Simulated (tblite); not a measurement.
# C4H12GeO2Si: the cost of one run

The runs use tblite 0.8.0 and PySCF 2.14.0, with density-fitted response routines of our own; the level of theory stands in each step. All values are computed, except where a source is named. Atoms count from 0, in the outputs and in this text.

### Step 1. The starting structure

20 atoms, charge 0, multiplicity 1; geometry from: force field or distance geometry start.

Bonds of the start (Å): O0–C1 1.25, C1–O2 1.38, O2–C3 1.40, C3–C4 1.49, C4–Si5 1.89, C4–C6 1.48, C6–Ge7 1.89, C1–H8 1.09, C3–H9 1.10, C3–H10 1.13, C4–H11 1.11, Si5–H12 1.46, Si5–H13 1.46, Si5–H14 1.46, C6–H15 1.12, C6–H16 1.14, Ge7–H17 1.56, Ge7–H18 1.54, Ge7–H19 1.57.

### Step 2. Geometry optimisation with GFN2-xTB

The job: settings as JSON, then the geometry in Å.

```
{"job": {"kind": "relax", "xc": "GFN2-xTB", "basis": "xTB"}, "charge": 0, "multiplicity": 1}
O     -2.396800     1.957300     0.662200
C     -1.609200     2.450900    -0.167300
O     -0.792300     1.726100    -1.017800
C     -0.850200     0.329900    -1.024600
C     -0.470700    -0.258800     0.295200
Si    -0.587100    -2.137800     0.122900
C      0.824900     0.174500     0.868300
Ge     2.431700    -0.140700    -0.073400
H     -1.536000     3.540500    -0.185100
H     -0.370700    -0.134600    -1.893600
H     -1.947100     0.078200    -1.165600
H     -1.260100    -0.015800     1.031800
H     -1.873400    -2.432500    -0.512800
H      0.577200    -2.692300    -0.555900
H     -0.659700    -2.641700     1.491600
H      0.739700     1.261300     1.122200
H      0.902000    -0.314100     1.891400
H      3.059600    -1.488800     0.406100
H      2.337200    -0.216600    -1.606600
H      3.476000     0.965700     0.307900
```

The run is started by

```bash
> OMP_NUM_THREADS=1 python probes_run.py task.json out
```

This one command runs all jobs of the session in turn.

Q: Estimate the wall time of this first job on 1 thread of Arm Neoverse N1, shared host.

About 2.6 s.
